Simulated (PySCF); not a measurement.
# TiH₂: structure of the singlet

Aim: relax TiH₂ as a singlet from a bent start, check by its vibrations whether the end is a minimum, and collect its spectrum and constants.

Computed with PySCF 2.14.0. Level: PBE0, basis Ti def2-TZVP, H def2-TZVP, no relativity, density fitting.

## 1. Where the work starts

3 atoms, charge 0, spin multiplicity 1.

Bond lengths: Ti1–H2 1.680 Å, Ti1–H3 1.680 Å. Angles: H2–Ti1–H3 110.0°.

Coordinates in bohr (charge 0 multiplicity 1):
```
Ti    0.0000    0.0000    0.0000
H     2.6006    0.0000    1.8209
H    -2.6006    0.0000    1.8209
```

## 2. Finding the electronic state

The steps below are one call of a driver around PySCF. For each, scf.py gives the equivalent set-up of the SCF; relaxations use the driver's own optimiser. After this first run the driver tries any further starts and a stability analysis.

scf.py

```python
from pyscf import gto, scf, dft
mol = gto.M(atom='''
Ti     0.000000     0.000000     0.000000
H      1.376200     0.000000     0.963600
H     -1.376200     0.000000     0.963600''',
    basis={'Ti': 'def2-TZVP', 'H': 'def2-TZVP'},
    charge=0, spin=0)
mf = dft.RKS(mol, xc='PBE0')
mf.grids.atom_grid = (50, 194)
aux = {'Ti': 'def2-universal-JKFIT', 'H': 'def2-universal-JKFIT'}
mf = mf.density_fit(auxbasis=aux)
mf.conv_tol = 1e-08
mf.diis_space = 10
mf.max_cycle = 60
mf.init_guess = 'minao'
mf.verbose = 4
mf.kernel()
```

Command:

```console
$ OMP_NUM_THREADS=2 python axn.py task.json out
```

The log of the run, cut to the lines that bear on the results:

```text
[... the frontier levels of the middle cycles are left out ...]
init E= -849.987181074582
  HOMO = -0.151026662283057  LUMO = -0.138419721087054  gap/eV = 0.34305
cycle= 1 E= -850.255125238391  delta_E= -0.268  |g|= 0.292  |ddm|= 1.62
  HOMO = -0.216788211183772  LUMO = -0.146370301838966  gap/eV = 1.91617
cycle= 2 E= -850.230958581761  delta_E= 0.0242  |g|= 0.469  |ddm|= 0.682
  HOMO = -0.168789420764889  LUMO = -0.0825093878319933  gap/eV = 2.34780
cycle= 3 E= -850.282467820566  delta_E= -0.0515  |g|= 0.133  |ddm|= 0.431
cycle= 4 E= -850.286857558478  delta_E= -0.00439  |g|= 0.0386  |ddm|= 0.168
cycle= 5 E= -850.287875282268  delta_E= -0.00102  |g|= 0.0154  |ddm|= 0.0746
cycle= 6 E= -850.288917331371  delta_E= -0.00104  |g|= 0.0125  |ddm|= 0.106
cycle= 7 E= -850.290363253135  delta_E= -0.00145  |g|= 0.012  |ddm|= 0.23
cycle= 8 E= -850.29045835746  delta_E= -9.51e-05  |g|= 0.00742  |ddm|= 0.0217
cycle= 9 E= -850.290764129607  delta_E= -0.000306  |g|= 0.00938  |ddm|= 0.17
cycle= 10 E= -850.290782665422  delta_E= -1.85e-05  |g|= 0.00426  |ddm|= 0.00692
cycle= 11 E= -850.29079120704  delta_E= -8.54e-06  |g|= 0.00123  |ddm|= 0.0145
cycle= 12 E= -850.290792346046  delta_E= -1.14e-06  |g|= 0.000194  |ddm|= 0.00919
cycle= 13 E= -850.2907923572  delta_E= -1.12e-08  |g|= 1.79e-05  |ddm|= 0.000285
cycle= 14 E= -850.290792357366  delta_E= -1.66e-10  |g|= 6.3e-06  |ddm|= 8.28e-05
  HOMO = -0.176989600109071  LUMO = -0.0884331986666109  gap/eV = 2.40974
Extra cycle  E= -850.29079235734  delta_E= 2.56e-11  |g|= 1.35e-05  |ddm|= 1.86e-05
converged SCF energy = -850.29079235734
```

This step, with its further starts and checks, ran for 2.8 s (2 threads of Arm Neoverse V1, shared host).

The starts that the driver tried:

```csv
start,energy (Eh)
the minimal-basis guess,-850.290792
a thermally smeared density,-850.290792
a smeared PBE density,-850.290792
```

The test of internal stability and the other starts found no lower closed-shell solution.

## 3. Relaxing the singlet from the bent start

The program finds C2v symmetry in the start, which this walk keeps. The walk stops when the largest gradient is under 0.0003 Eh/bohr and the energy has settled too.

Edit scf.py of step 2 so:

```diff
@@ -3,3 +3,3 @@
-Ti     0.000000     0.000000     0.000000
-H      1.376200     0.000000     0.963600
-H     -1.376200     0.000000     0.963600''',
+Ti     0.000000     0.000000    -0.038874
+H      1.376200     0.000000     0.924726
+H     -1.376200     0.000000     0.924726''',
@@ -15 +14,0 @@
-mf.init_guess = 'minao'
```

The optimiser's trace:

```csv
step,energy (Eh),change (kJ/mol),largest symmetric gradient (Eh/bohr)
0,-850.290792,0.00,0.00489
1,-850.290977,-0.48,0.00318
2,-850.291128,-0.88,0.00045
3,-850.291129,-0.88,0.00040
4,-850.291131,-0.89,0.00012
```

The walk took 2.1 s.

Positions (Å) and forces (eV/Å) along the way:

```
step 0
Ti   0.000   0.000  -0.039   0.000   0.000  -0.226
H    1.376   0.000   0.925   0.251   0.000   0.113
H   -1.376   0.000   0.925  -0.251   0.000   0.113
step 1
Ti   0.000   0.000  -0.036   0.000   0.000  -0.131
H    1.390   0.000   0.923   0.164   0.000   0.066
H   -1.390   0.000   0.923  -0.164   0.000   0.066
step 2
Ti   0.000   0.000  -0.028   0.000   0.000   0.023
H    1.419   0.000   0.919   0.000   0.000  -0.011
H   -1.419   0.000   0.919   0.000   0.000  -0.011
step 3
Ti   0.000   0.000  -0.027   0.000   0.000   0.021
H    1.421   0.000   0.919  -0.004   0.000  -0.010
H   -1.421   0.000   0.919   0.004   0.000  -0.010
step 4
Ti   0.000   0.000  -0.024   0.000   0.000   0.006
H    1.423   0.000   0.917  -0.004   0.000  -0.003
H   -1.423   0.000   0.917   0.004   0.000  -0.003
```

After 4 steps and 0.9 kJ/mol it ends at C2v: Ti–H 1.706 Å (×2); H–Ti–H 113.0°.

## 4. Hessian and properties

The point is checked on the finer grid, and tightened if its gradient asks for it. The Hessian and the dipole derivatives come from central differences of analytic gradients, with steps of 0.02 bohr.

Edit scf.py of step 3 so:

```diff
@@ -3,3 +3,3 @@
-Ti     0.000000     0.000000    -0.038874
-H      1.376200     0.000000     0.924726
-H     -1.376200     0.000000     0.924726''',
+Ti     0.000000     0.000000    -0.037611
+H      1.423122     0.000000     0.903403
+H     -1.423122     0.000000     0.903403''',
@@ -9 +9 @@
-mf.grids.atom_grid = (50, 194)
+mf.grids.atom_grid = (75, 302)
@@ -12 +12 @@
-mf.conv_tol = 1e-08
+mf.conv_tol = 1e-10
```

This SCF starts from the last density.

SCF at the final geometry:

```text
init E= -850.291152235082
  HOMO = -0.1786165277263  LUMO = -0.0910875431621463  gap/eV = 2.38178
cycle= 1 E= -850.291152235086  delta_E= -3.87e-12  |g|= 1.05e-06  |ddm|= 1.37e-06
  HOMO = -0.178616163804773  LUMO = -0.0910871034563847  gap/eV = 2.38179
Extra cycle  E= -850.291152235082  delta_E= 3.52e-12  |g|= 2.46e-06  |ddm|= 3.06e-06
converged SCF energy = -850.291152235082
```

The whole step took 7.6 s.

Geometry: C2v; Ti–H 1.706 Å (×2); H–Ti–H 113.1°.

Modes, for the most abundant isotopes:

| symmetry | ω (cm⁻¹) | IR (km/mol) |
| --- | --- | --- |
| a1 | 580 | 71.0 |
| a1 | 1663 | 387 |
| b2 | 1703 | 405 |

All wavenumbers are real: a minimum.

Constants and moments:

```
Dipole moment                                                   : 3.12 D
Highest occupied level                                          : -4.86 eV
Lowest empty level                                              : -2.48 eV
Rotational constants                                            : 9.842, 4.129, 2.909 cm⁻¹
Zero-point energy                                               : 23.6 kJ/mol
Principal polarisabilities                                      : 57.6, 59.1, 66.7 bohr³
Atomisation energy without zero-point energy                    : 383 kJ/mol
Principal traceless quadrupole moments about the centre of mass : -2.23, -0.92, 3.15 D Å
Entropy at 298.15 K and 1 bar                                   : 217.9 J/(mol K)
Heat capacity Cp at 298.15 K                                    : 38.1 J/(mol K)
Enthalpy at 298.15 K above 0 K                                  : 10.38 kJ/mol
Rotational symmetry number                                      : 2
```

Populations by atom (charges in e):

```tsv
atom	Mulliken	Löwdin	polar tensor	Mayer order to Ti1
Ti1	0.32	0.30	0.82	–
H2,3	-0.16	-0.15	-0.41	0.97
```

Outer orbital energies (eV). occupied: -453.59, -65.77, -41.79, -40.89, -40.86, -8.54, -7.97, -4.86; empty: -2.48, -2.16, -1.77, -1.50.

Mulliken populations on Ti1: s 7.14, p 12.24, d 2.29, f 0.00.

## 5. A spin-polarised start

A stability analysis found the closed shell of the lowest minimum unstable towards spin polarisation, so the unrestricted solution is followed.

The program finds C2v symmetry in the start, which may break. Threshold on the gradient: 0.0003 Eh/bohr, with a further test on the energy change.

Edit scf.py of step 4 so:

```diff
@@ -3,3 +3,3 @@
-Ti     0.000000     0.000000    -0.037611
-H      1.423122     0.000000     0.903403
-H     -1.423122     0.000000     0.903403''',
+Ti     0.000000     0.000000    -0.037963
+H      1.423122     0.000000     0.903051
+H     -1.423122     0.000000     0.903051''',
@@ -8,2 +8,2 @@
-mf = dft.RKS(mol, xc='PBE0')
-mf.grids.atom_grid = (75, 302)
+mf = dft.UKS(mol, xc='PBE0')
+mf.grids.atom_grid = (50, 194)
@@ -12 +12 @@
-mf.conv_tol = 1e-10
+mf.conv_tol = 1e-08
```

Steps of the walk:

```
step  energy (Eh)  change (kJ/mol)  largest gradient (Eh/bohr)
   0  -850.322950             0.00                     0.00813
   1  -850.323762            -2.13                     0.00556
   2  -850.324554            -4.21                     0.00074
   3  -850.324556            -4.22                     0.00050
   4  -850.324558            -4.22                     0.00000
```

The walk took 3.3 s.

Positions (Å) and forces (eV/Å) along the way:

```
step 0
Ti   0.000   0.000  -0.038   0.000  -0.001  -0.121
H    1.423   0.000   0.903   0.418   0.000   0.061
H   -1.423   0.000   0.903  -0.418   0.000   0.061
step 1
Ti   0.000   0.000  -0.019   0.000  -0.001  -0.059
H    1.458   0.000   0.893   0.286   0.000   0.029
H   -1.458   0.000   0.893  -0.286   0.000   0.029
step 2
Ti   0.000   0.000   0.029   0.000  -0.001   0.038
H    1.541   0.000   0.869  -0.019   0.000  -0.019
H   -1.541   0.000   0.869   0.019   0.000  -0.019
step 3
Ti   0.000   0.000   0.030   0.000  -0.001   0.026
H    1.540   0.000   0.869  -0.011   0.000  -0.013
H   -1.540   0.000   0.869   0.011   0.000  -0.013
step 4
Ti   0.000   0.000   0.033   0.000  -0.001   0.000
H    1.541   0.000   0.868   0.000   0.000   0.000
H   -1.541   0.000   0.868   0.000   0.000   0.000
```

End point (C2v, 4 steps, 4.2 kJ/mol gained): Ti–H 1.752 Å (×2); H–Ti–H 123.1°.

## 6. Hessian and properties

As before: finer grid, then central differences.

Edit scf.py of step 5 so:

```diff
@@ -3,3 +3,3 @@
-Ti     0.000000     0.000000    -0.037963
-H      1.423122     0.000000     0.903051
-H     -1.423122     0.000000     0.903051''',
+Ti    -0.000000    -0.000000    -0.033672
+H      1.540755     0.000000     0.800986
+H     -1.540755    -0.000000     0.800986''',
@@ -9 +9 @@
-mf.grids.atom_grid = (50, 194)
+mf.grids.atom_grid = (75, 302)
@@ -12 +12 @@
-mf.conv_tol = 1e-08
+mf.conv_tol = 1e-10
```

Log of the central SCF (cycles and frontier levels):

```text
init E= -850.324581563692
[... the frontier-level lines of each cycle are left out ...]
cycle= 1 E= -850.324581563708  delta_E= -1.64e-11  |g|= 9.46e-07  |ddm|= 4.52e-06
Extra cycle  E= -850.324581563706  delta_E= 1.82e-12  |g|= 8.82e-07  |ddm|= 4.11e-06
converged SCF energy = -850.324581563706  <S^2> = 1.0021638  2S+1 = 2.2380025
```

The whole step ran for 13 s (2 threads of Arm Neoverse V1, shared host).

Geometry: C2v; Ti–H 1.752 Å (×2); H–Ti–H 123.1°.

Modes, for the most abundant isotopes:

| symmetry | ω (cm⁻¹) | IR (km/mol) | μ (u) | type |
| --- | --- | --- | --- | --- |
| a1 | 585 | 134 | 1.04 | bend |
| b2 | 1600 | 645 | 1.04 | stretch |
| a1 | 1601 | 197 | 1.02 | stretch |

Every mode is real; the point is a minimum.

Properties at this point:

- Dipole moment: 3.23 D
- Highest occupied level: -5.60 eV
- Lowest empty level: -1.66 eV
- Rotational constants: 12.51, 3.523, 2.749 cm⁻¹
- Zero-point energy: 22.6 kJ/mol
- Principal polarisabilities: 45.5, 47.8, 54.0 bohr³
- Atomisation energy without zero-point energy: 470 kJ/mol
- Principal traceless quadrupole moments about the centre of mass: -6.69, 1.59, 5.10 D Å
- Entropy at 298.15 K and 1 bar: 217.7 J/(mol K)
- Heat capacity Cp at 298.15 K: 38.1 J/(mol K)
- Enthalpy at 298.15 K above 0 K: 10.38 kJ/mol
- Rotational symmetry number: 2
- Spin squared ⟨S²⟩: 1.002

Populations by atom (charges in e):

| atom | Mulliken | Löwdin | polar tensor | spin (Mulliken) | Mayer order to Ti1 |
| --- | --- | --- | --- | --- | --- |
| Ti1 | 0.44 | 0.38 | 0.92 | -0.02 | – |
| H2,3 | -0.22 | -0.19 | -0.46 | 0.01 | 0.95 |

Mulliken populations on Ti1: s 6.88, p 12.29, d 2.39, f 0.00.

## 7. All stationary points

| spin | group | bonds | imaginary modes (cm⁻¹) | ΔE (kJ/mol) | with zero-point energy |
| --- | --- | --- | --- | --- | --- |
| broken-symmetry (Ms = 0) | C2v | Ti–H 1.752 Å (×2) | none | 0.0 | 0.0 |
| singlet | C2v | Ti–H 1.706 Å (×2) | none | 87.8 | 88.7 |

## 8. What came out

| quantity | value |
| --- | --- |
| minimum | broken-symmetry (Ms = 0), C2v |
| geometry | Ti–H 1.752 Å (×2); H–Ti–H 123.1° |
| wavenumbers (cm⁻¹) | 585 (a1), 1600 (b2), 1601 (a1) |
| dipole moment | 3.23 D |
| highest occupied, lowest empty level (either spin) | -5.60, -1.66 eV |
| polar-tensor charge of Ti1 | +0.92 e |
| zero-point energy | 22.6 kJ/mol |
| entropy at 298.15 K | 217.7 J/(mol K) |
| atomisation energy (no zero-point energy) | 470 kJ/mol |
| ⟨S²⟩ | 1.002 |

What this shows: The molecule stays C2v, as typed, and the end point is a minimum. The determinant is spin-contaminated (⟨S²⟩ = 1.00 against 0.00), so it is no pure spin state. The strongest infrared band lies at 1600 cm⁻¹ (b2, stretch). Other starts or spin states, not run here, may lie lower.

The search up to here took 31 s.
